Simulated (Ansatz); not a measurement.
# GaPNH (triplet): relaxing a cheap start

Where does this start of GaPNH (triplet) end when it is relaxed?

Program: Ansatz 0.2.0, Gaussian basis. Level of theory: UKS PBE0/def2-TZVP. These are calculated values, not measurements.

### Step 1. Starting geometry

4 atoms, charge 0, spin multiplicity 3.

Atoms are counted from 1 here; the program's logs count them from 0.

Bond lengths: Ga1–P2 2.638 Å, Ga1–N3 2.010 Å, P2–N3 1.667 Å, N3–H4 1.011 Å. Angles: P2–Ga1–N3 39.2°, Ga1–P2–N3 49.6°, Ga1–N3–P2 91.2°, Ga1–N3–H4 152.5°, P2–N3–H4 116.3°.

The start was built by rule and, where that kept it together, relaxed with GFN2-xTB. Sticks and bond lists go by distance. No spin-orbit coupling is included. 

### Step 2. Relaxation

File in.yaml:

```yaml
crystal:
  periodic: [false, false, false]
  atoms:
    - {symbol: Ga, position_ang: [-0.600328, -0.707768, -0.006826]}
    - {symbol: P, position_ang: [0.701620, 1.586783, 0.015467]}
    - {symbol: N, position_ang: [1.272857, 0.020656, -0.000119]}
    - {symbol: H, position_ang: [2.278203, -0.089531, -0.001461]}
basis:
  gaussian: {orbitals: def2-TZVP}
magnetization: {spin_polarized: true, initial_magnetization: 2}
hamiltonian: {xc: pbe0}
relax: {f_tol: 0.004, max_steps: 80}
```

Launch:

```
$ ansatz run in.yaml --threads 1 --pin off --events-out ev --progress --plain --max-ram 2176MiB
```

Q: Predict the outcome of this session. Wanted: energy gained; shift from the start; total energy; dipole moment; ⟨S²⟩.

**Answer**, as computed:

| quantity | value |
| --- | --- |
| steps | 8 |
| energy gained | 0.167 eV |
| shift from the start (rms) | 0.300 Å |
| total energy | -63160.7755 eV |
| dipole moment | 2.21 D |
| ⟨S²⟩ | 2.009 |

In words: By distance, Ga1–P2 opened. Ga1–P2 went from 2.638 to 3.159 Å. No vibrations were run, so this is a stationary point, not a proven minimum, and this spin need not be the ground state's.
